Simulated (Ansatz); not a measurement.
# CoCl+ (quartet): from Hartree-Fock to the top rungs, def2-TZVPP

One table from this session's results is given with a row withheld; the runs are named, their logs left out.

Program: Ansatz 0.2.0, Gaussian basis. Level of theory: def2-TZVPP, core rule «outside noble gas», up to 14 orbitals frozen. These are calculated values, not measurements.

To be run: UHF; ROHF; CCSD(T) on UHF.

### The geometry

The geometry is a PBE0/def2-TZVP stationary point (not a proven minimum) of the parent state, kept for this charge and spin.

2 atoms, charge 1, spin multiplicity 4.

Atoms are counted from 1 here; the program's logs count them from 0.

Bond lengths: Co1–Cl2 2.173 Å.

Coordinates:

```xyz
2
charge 1, multiplicity 4
Co    0.0000    0.0000    0.0000
Cl    0.0000    0.0000    2.1726
```

Set-up of the first run:

Input file in.yaml:

```yaml
crystal:
  periodic: [false, false, false]
  atoms:
    - {symbol: Co, position_ang: [0.000000, 0.000000, 0.000000]}
    - {symbol: Cl, position_ang: [0.000000, 0.000000, 2.172600]}
basis:
  gaussian: {orbitals: def2-TZVPP}
total_charge: 1
magnetization: {spin_polarized: true, initial_magnetization: 3}
hamiltonian: {xc: hf}
output: {orbitals: {seedname: orbitals}}
```

Run with:

```
$ ansatz run in.yaml --threads 1 --pin off --events-out ev --progress --plain --max-ram 4096MiB --backend cpu
```

Among the steps run: UHF; ROHF; CCSD(T) on UHF.

One of the session's tables, all rows but one given; the rest of the session is left out.

It belongs to the step «Misses and costs». 

```
  method  from UCCSD(T) (kJ/mol)
    ROHF                 +1190.2
     UHF                 +1166.6
    UMP2                       ?
   UCCSD                   +44.8
UCCSD(T)                       0
```

Estimate the missing values for UMP2.

**Answer.** from UCCSD(T) (kJ/mol): +92.5. In the column «from UCCSD(T) (kJ/mol)» it lies between UCCSD (+44.8) and UHF (+1166.6).
